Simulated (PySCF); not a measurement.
# LiSe⁻: changing the method

Aim: see what other levels and later steps give for LiSe⁻.

The runs use PySCF 2.14.0; method and basis as typed in the scripts.

1 further run of the same task is left out (it didn't finish).

## Step 1: Starting geometry

LiSe⁻: 2 atoms, charge -1, spin multiplicity 1.

Bond lengths: Li1–Se2 2.325 Å.

## Step 2: The base run

Input file input.py:

```python
from pyscf import gto, scf

mol = gto.M(
    atom='Li 0 0 0; Se 0 0 2.325',
    basis='sbkjc',
    ecp={'Li': 'sbkjc', 'Se': 'sbkjc'},
    charge=-1,
    spin=0,
    verbose=3,
)
mf = scf.RHF(mol)
mf = mf.density_fit(auxbasis='def2-universal-jkfit')
mf.kernel()
mf.mulliken_pop()
mf.dip_moment()
print('orbital energies (hartree):', mf.mo_energy[..., max(0, mol.nelec[1]-3):mol.nelec[0]+3].round(4))
```

The run is started by

```
OMP_NUM_THREADS=1 python input.py
```

## Step 3: Camb3lyp (RKS)

Run 1 changes functional: none (Hartree–Fock) → camb3lyp; SCF type: RHF → RKS.

input.py, as its differences from that of step 2:

```diff
@@ -1,2 +1,2 @@
-from pyscf import gto, scf
+from pyscf import gto, dft
 
@@ -10,3 +10,3 @@
 )
-mf = scf.RHF(mol)
+mf = dft.RKS(mol, xc='camb3lyp')
 mf = mf.density_fit(auxbasis='def2-universal-jkfit')
```

## Step 4: Frequency run

Run 2 changes step after the SCF: analyze → frequency.

input.py, as its differences from that of step 2:

```diff
@@ -1,2 +1,3 @@
 from pyscf import gto, scf
+from pyscf.hessian import thermo
 
@@ -13,3 +14,4 @@
 mf.kernel()
-mf.mulliken_pop()
+hess = mf.Hessian().kernel()
+print('wavenumber (cm^-1) =', thermo.harmonic_analysis(mol, hess)['freq_wavenumber'].round(1))
 mf.dip_moment()
```

## Step 5: CISD

Run 3 changes step after the SCF: analyze → cisd.

input.py, as its differences from that of step 2:

```diff
@@ -1,2 +1,2 @@
-from pyscf import gto, scf
+from pyscf import gto, scf, ci
 
@@ -13,3 +13,3 @@
 mf.kernel()
-mf.mulliken_pop()
+ci.CISD(mf).kernel()
 mf.dip_moment()
```

## Step 6: TDA

Run 4 changes step after the SCF: analyze → tda; number of roots: none → 5.

input.py, as its differences from that of step 2:

```diff
@@ -1,2 +1,2 @@
-from pyscf import gto, scf
+from pyscf import gto, scf, tdscf
 
@@ -13,3 +13,6 @@
 mf.kernel()
-mf.mulliken_pop()
+td = tdscf.TDA(mf)
+td.nstates = 5
+td.kernel()
+td.analyze(verbose=3)
 mf.dip_moment()
```

## Step 7: EOM-EE

Run 5 changes step after the SCF: analyze → eomee; number of roots: none → 4.

input.py, as its differences from that of step 2:

```diff
@@ -1,2 +1,2 @@
-from pyscf import gto, scf
+from pyscf import gto, scf, cc
 
@@ -13,3 +13,6 @@
 mf.kernel()
-mf.mulliken_pop()
+mycc = cc.CCSD(mf)
+mycc.kernel()
+e = mycc.eeccsd(nroots=4)[0]
+print('roots (eV) =', (e*27.211386).round(3))
 mf.dip_moment()
```

Before running it: what results should come out? Wanted: for each run, E(SCF); from base; after the SCF.

**Answer**, as computed:

```csv
run,E(SCF) (hartree),from base (eV),after the SCF
base,-9.391140,0,n/a
camb3lyp (RKS),-9.616033,not comparable,n/a
frequency run,-9.391140,0.0000,highest mode 469 cm⁻¹
CISD,-9.391140,0.0000,CISD correlation -1.483 eV
TDA,-9.391140,0.0000,lowest root found 1.17 eV
EOM-EE,-9.391140,0.0000,"CCSD correlation -1.515 eV, first root 0.44 eV"
```

**Reading.** A lower total energy from another functional means nothing by itself.
